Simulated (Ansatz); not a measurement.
# CH₅GaO (SMILES [CH3][GaH][OH]): single points off equilibrium

The atoms stand at a structure displaced at random from a GFN2-xTB minimum. How far do the functionals agree with CCSD(T) there?

The runs use Ansatz 0.2.0, Gaussian basis; single points in def2-TZVPP.

Correlated methods freeze the cores. Filled d shells of the heavier atoms are correlated.

**1. The starting structure**

SMILES `[CH3][GaH][OH]`, 8 atoms, charge 0, spin multiplicity 1.

Atoms are counted from 1 here; the program's logs count them from 0.

Bond lengths: C1–Ga2 1.973 Å, C1–H4 1.048 Å, C1–H5 1.035 Å, C1–H6 1.081 Å, Ga2–O3 1.694 Å, Ga2–H7 1.615 Å, O3–H8 1.047 Å. Angles: Ga2–C1–H4 109.0°, Ga2–C1–H5 108.2°, Ga2–C1–H6 120.8°, H4–C1–H5 104.8°, H4–C1–H6 104.0°, H5–C1–H6 108.8°, C1–Ga2–O3 120.8°, C1–Ga2–H7 137.7°, O3–Ga2–H7 101.5°, Ga2–O3–H8 168.0°.

Geometry (Å):

```
atom    x (Å)    y (Å)    z (Å)
  C1  -0.0969   1.0679  -0.6586
 Ga2  -0.2004  -0.8085  -0.0584
  O3   0.3992  -1.2699   1.4576
  H4   0.8440   1.2377  -1.0873
  H5  -0.1212   1.6773   0.1773
  H6  -0.7917   1.4528  -1.3915
  H7  -0.7383  -2.2184  -0.6349
  H8   0.8793  -1.3651   2.3837
```

**2. CCSD(T)/def2-TZVPP**

Contents of run/in.yaml:

```yaml
crystal:
  periodic: [false, false, false]
  atoms:
    - {symbol: C, position_ang: [-0.096900, 1.067900, -0.658600]}
    - {symbol: Ga, position_ang: [-0.200400, -0.808500, -0.058400]}
    - {symbol: O, position_ang: [0.399200, -1.269900, 1.457600]}
    - {symbol: H, position_ang: [0.844000, 1.237700, -1.087300]}
    - {symbol: H, position_ang: [-0.121200, 1.677300, 0.177300]}
    - {symbol: H, position_ang: [-0.791700, 1.452800, -1.391500]}
    - {symbol: H, position_ang: [-0.738300, -2.218400, -0.634900]}
    - {symbol: H, position_ang: [0.879300, -1.365100, 2.383700]}
basis:
  gaussian: {orbitals: def2-TZVPP}
correlation: {method: ccsd_t}
output: {forces: true}
```

The command line of these runs was not kept.

**3. PBE0-D4/def2-TZVPP**

Edit run/in.yaml of step 2 so:

```diff
@@ -13,3 +13,3 @@
   gaussian: {orbitals: def2-TZVPP}
-correlation: {method: ccsd_t}
-output: {forces: true}
+hamiltonian: {xc: pbe0, dispersion: d4}
+output: {forces: true, orbitals: {seedname: orbitals}}
```

**4. wB97M-V/def2-TZVPP**

Edit run/in.yaml of step 3 so:

```diff
@@ -13,3 +13,3 @@
   gaussian: {orbitals: def2-TZVPP}
-hamiltonian: {xc: pbe0, dispersion: d4}
-output: {forces: true, orbitals: {seedname: orbitals}}
+hamiltonian: {xc: {name: wB97M-V}}
+output: {forces: true}
```

**5. r2SCAN-D4/def2-TZVPP**

Edit run/in.yaml of step 4 so:

```diff
@@ -13,3 +13,3 @@
   gaussian: {orbitals: def2-TZVPP}
-hamiltonian: {xc: {name: wB97M-V}}
+hamiltonian: {xc: r2scan, dispersion: d4}
 output: {forces: true}
```

**6. PBE-D4/def2-TZVPP**

Edit run/in.yaml of step 5 so:

```diff
@@ -13,3 +13,3 @@
   gaussian: {orbitals: def2-TZVPP}
-hamiltonian: {xc: r2scan, dispersion: d4}
+hamiltonian: {xc: pbe, dispersion: d4}
 output: {forces: true}
```

**7. LC-wPBE/def2-TZVPP**

Edit run/in.yaml of step 6 so:

```diff
@@ -13,3 +13,3 @@
   gaussian: {orbitals: def2-TZVPP}
-hamiltonian: {xc: pbe, dispersion: d4}
+hamiltonian: {xc: {name: LC-wPBE}}
 output: {forces: true}
```

**8. HSE06-D4/def2-TZVPP**

Edit run/in.yaml of step 7 so:

```diff
@@ -13,3 +13,3 @@
   gaussian: {orbitals: def2-TZVPP}
-hamiltonian: {xc: {name: LC-wPBE}}
+hamiltonian: {xc: hse06, dispersion: d4}
 output: {forces: true}
```

(Steps that only read results are left out.)

Before running it: what results should come out? Wanted: energy less free atoms, CCSD(T)/def2-TZVPP; RMS force component; RMS force error; HOMO and LUMO, PBE0-D4; T1 diagnostic.

**Answer**, as computed:

```
                                  quantity                                                                                            value
energy less free atoms, CCSD(T)/def2-TZVPP                                                                                  -605.2 kcal/mol
                       RMS force component                                                             1.741 to 1.810 eV/Å over the methods
                           RMS force error  PBE0-D4 0.035, wB97M-V 0.051, r2SCAN-D4 0.069, PBE-D4 0.171, LC-wPBE 0.093, HSE06-D4 0.035 eV/Å
                    HOMO and LUMO, PBE0-D4                                                                               -7.41 and -0.41 eV
                             T1 diagnostic                                                                                            0.013
```

Against CCSD(T) the functionals' energies less atoms differ by -14.7 to -5.0 kcal/mol, PBE-D4 by -14.7 kcal/mol. The reference is not at the basis limit: in triple zeta CCSD(T) underbinds, which counts against methods that bind more; the gaps are no ranking. On forces the order runs from HSE06-D4 to PBE-D4. Frozen-core CCSD(T) forces in triple zeta carry basis errors of their own, and this is one geometry, so small gaps rank nothing.
